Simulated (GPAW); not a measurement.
NaSb2Au:

```
Na Sb Au
1.0
     4.35730    0.00000    0.00000
    -2.17865    3.77354    0.00000
     0.00000    0.00000    6.81847
Na Sb Au
1 2 1
Direct
  0.00000 0.00000 0.50000
  0.66667 0.33333 0.81632
  0.33333 0.66667 0.18368
  0.00000 0.00000 0.00000
```

The cell was built by a generator and needn't be a form met in nature.

Base run:

* Program: GPAW 26.7.0
* Functional: revPBE
* Potentials or basis: the program's PAW data sets (release 1.2.1) made for this functional
* Cutoff: 800 eV
* Basis: pw
* k mesh: 5 × 5 × 3
* Occupations: fermi-dirac, width 0.05 eV
* Spin: no spin polarisation

Its results: pressure 1.2 GPa; largest force 0.038 eV/Å.

Problem. The run is repeated on the same cell with these changes: functional from revPBE to LDA. What comes out?

Solution. Pressure -4.0 GPa; largest force 0.387 eV/Å.

LDA binds more tightly than revPBE, so the same cell stands under less pressure.

Caveats: with this Au data set, volumes or pressures lay over 1.5 % or 2 GPa off other programs in two to four cells of ten.
